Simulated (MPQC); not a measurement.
# singlet CaCl−, step by step

Aim: a single-point energy (singlet CaCl−, MP2/cc-pVDZ), then the energy (doublet CaCl, ZAPT2/cc-pCVDZ), then the energy (singlet CaCl−, MP2/cc-pCVDZ), then the energy (doublet CaCl, ZAPT2/cc-pVTZ), then the energy (singlet CaCl−, MP2/cc-pVTZ), then a single-point energy (doublet CaCl, ZAPT2/cc-pCVTZ), then a single-point energy (singlet CaCl−, MP2/cc-pCVTZ) of CaCl. 

The results are computed with MPQC 2.3.1.

**1. Starting point**

CaCl−: 2 atoms, total charge -1, spin state singlet. As SMILES of the parent species, `[Cl][Ca]`. Geometry: a GFN2-xTB relaxation, a rough one for these elements and not checked as a minimum. That shape belongs to the parent species and isn't relaxed for this state.

Bond lengths: Cl1–Ca2 2.364 Å.

**2. A single-point energy at MP2/cc-pVDZ (run 1)**

input.in

```
% CaCl
molecule<Molecule>: (
   symmetry = c1
   unit = angstrom
   { atoms geometry } = {
      Cl [ 0.000000     0.000000     0.000000 ]
      Ca [ 0.000000     0.000000     2.364380 ]
   }
)
basis<GaussianBasisSet>: (
   name = "cc-pVDZ"
   molecule = $:molecule
   basisdir = "."
   puream = yes
)
mpqc: (
   checkpoint = no
   savestate = no
   restart = no
   do_energy = yes
   do_gradient = no
   optimize = no
   mole<MBPT2>: (
      molecule = $:molecule
      basis = $:basis
      memory = 1000000000
      method = mp
      nfzc = 0
      reference<CLHF>: (
         molecule = $:molecule
         basis = $:basis
         total_charge = -1
         memory = 1000000000
         print_evals = yes
         maxiter = 70
         value_accuracy = 1e-08
         guess_wavefunction<CLHF>: (
            molecule = $:molecule
            total_charge = -1
            memory = 1000000000
            value_accuracy = 1e-3
            basis<GaussianBasisSet>: (
               name = "STO-2G"
               molecule = $:molecule
            )
         )
      )
   )
)
```

The basis set cc-pVDZ is read from a file made from the Basis Set Exchange's data (not shown).

Run with:

```console
mpqc input.in > input.out
```

Log:

```text
MPQC: Massively Parallel Quantum Chemistry
[...]
  LUMO is    20   A =   0.159120
  total scf energy = -1136.3578889923
[...]
  MP2 correlation energy [au]:         -0.258457813447
  MP2 energy [au]:                   -1136.616346805714
Value of the MolecularEnergy: -1136.6163468057
[...]
        symmetry = c1
[...]
```

Run time: 22 s. Hardware: 1 thread of Arm Neoverse V1, shared host; peak memory 0.14 GiB.

**3. Doublet neutral CaCl: a single-point energy at ZAPT2/cc-pCVDZ (run 2)**

Edit input.in of step 2 so:

```diff
@@ -10,3 +10,3 @@
 basis<GaussianBasisSet>: (
-   name = "cc-pVDZ"
+   name = "cc-pCVDZ"
    molecule = $:molecule
@@ -26,8 +26,9 @@
       memory = 1000000000
-      method = mp
+      method = zapt
       nfzc = 0
-      reference<CLHF>: (
+      reference<HSOSHF>: (
          molecule = $:molecule
          basis = $:basis
-         total_charge = -1
+         total_charge = 0
+         multiplicity = 2
          memory = 1000000000
@@ -36,5 +37,6 @@
          value_accuracy = 1e-08
-         guess_wavefunction<CLHF>: (
+         guess_wavefunction<HSOSHF>: (
             molecule = $:molecule
-            total_charge = -1
+            total_charge = 0
+            multiplicity = 2
             memory = 1000000000
```

The basis set cc-pCVDZ is read from a file made from the Basis Set Exchange's data (not shown).

Run with:

```console
mpqc input.in > input.out
```

Log:

```text
MPQC: Massively Parallel Quantum Chemistry
[...]
   npass  rest  nbasis  nshell  nfuncmax  ndocc  nsocc  nvir  nfzc  nfzv
[...]
  LUMO is    20   A =   0.028561
  total scf energy = -1136.3501477723
[...]
Value of the MolecularEnergy: -1136.9154204393
[...]
        symmetry = c1
[...]
```

Wall time 34 s (1 thread of Arm Neoverse V1, shared host); peak memory 0.15 GiB.

Runs 3 to 4 aren't shown in full; the table further down has their settings and results.

**4. The energy at MP2/cc-pVTZ (run 5)**

Edit input.in of step 3 so:

```diff
@@ -10,3 +10,3 @@
 basis<GaussianBasisSet>: (
-   name = "cc-pCVDZ"
+   name = "cc-pVTZ"
    molecule = $:molecule
@@ -26,9 +26,8 @@
       memory = 1000000000
-      method = zapt
+      method = mp
       nfzc = 0
-      reference<HSOSHF>: (
+      reference<CLHF>: (
          molecule = $:molecule
          basis = $:basis
-         total_charge = 0
-         multiplicity = 2
+         total_charge = -1
          memory = 1000000000
@@ -37,6 +36,5 @@
          value_accuracy = 1e-08
-         guess_wavefunction<HSOSHF>: (
+         guess_wavefunction<CLHF>: (
             molecule = $:molecule
-            total_charge = 0
-            multiplicity = 2
+            total_charge = -1
             memory = 1000000000
```

The basis set cc-pVTZ is read from a file made from the Basis Set Exchange's data (not shown).

Run with:

```console
mpqc input.in > input.out
```

Log:

```text
MPQC: Massively Parallel Quantum Chemistry
[...]
  LUMO is    20   A =   0.150390
  total scf energy = -1136.3837089741
[...]
  MP2 correlation energy [au]:         -0.430874644739
  MP2 energy [au]:                   -1136.814583618831
Value of the MolecularEnergy: -1136.8145836188
[...]
        symmetry = c1
[...]
```

Run time: 78 s. Hardware: 1 thread of Arm Neoverse V1, shared host; peak memory 0.33 GiB.

Run 6 isn't shown in full; the table further down has it.

**5. The energy at MP2/cc-pCVTZ (run 7)**

Edit input.in of step 4 so:

```diff
@@ -10,3 +10,3 @@
 basis<GaussianBasisSet>: (
-   name = "cc-pVTZ"
+   name = "cc-pCVTZ"
    molecule = $:molecule
```

The basis set cc-pCVTZ is read from a file made from the Basis Set Exchange's data (not shown).

Run with:

```console
mpqc input.in > input.out
```

Log:

```text
MPQC: Massively Parallel Quantum Chemistry
[...]
  LUMO is    20   A =   0.148255
  total scf energy = -1136.3849404289
[...]
  MP2 correlation energy [au]:         -0.916366988282
  MP2 energy [au]:                   -1137.301307417176
Value of the MolecularEnergy: -1137.3013074172
[...]
        symmetry = c1
[...]
```

It took 2.8 min on 1 thread of Arm Neoverse V1, shared host; peak memory 0.55 GiB.

**6. All runs side by side**

```tsv
run	level	partner	energy (Eh)	HOMO energy (eV)	LUMO energy (eV)	HOMO–LUMO gap (eV)	wall time
1	MP2/cc-pVDZ	anion	-1136.616347	-0.55	4.33	4.88	22 s
2	ZAPT2/cc-pCVDZ	base	-1136.915420	–	–	–	34 s
3	MP2/cc-pCVDZ	anion	-1136.946732	-0.54	4.33	4.87	27 s
4	ZAPT2/cc-pVTZ	base	-1136.780353	–	–	–	100 s
5	MP2/cc-pVTZ	anion	-1136.814584	-0.60	4.09	4.69	78 s
6	ZAPT2/cc-pCVTZ	base	-1137.266561	–	–	–	3.4 min
7	MP2/cc-pCVTZ	anion	-1137.301307	-0.63	4.03	4.67	2.8 min
```

**7. Results**

| quantity | value |
| --- | --- |
| run 7, MP2/cc-pCVTZ: total energy | -1137.30131 Eh |
| run 7, MP2/cc-pCVTZ: HOMO energy (Hartree–Fock orbitals) | -0.63 eV |
| run 7, MP2/cc-pCVTZ: LUMO energy (Hartree–Fock orbitals) | 4.03 eV |
| run 7, MP2/cc-pCVTZ: HOMO–LUMO gap (to an unbound level, set by the basis) | 4.67 eV |
| run 7, MP2/cc-pCVTZ: correlation energy | -916.4 mEh |

All runs together took 11 min, the longest 3.4 min.
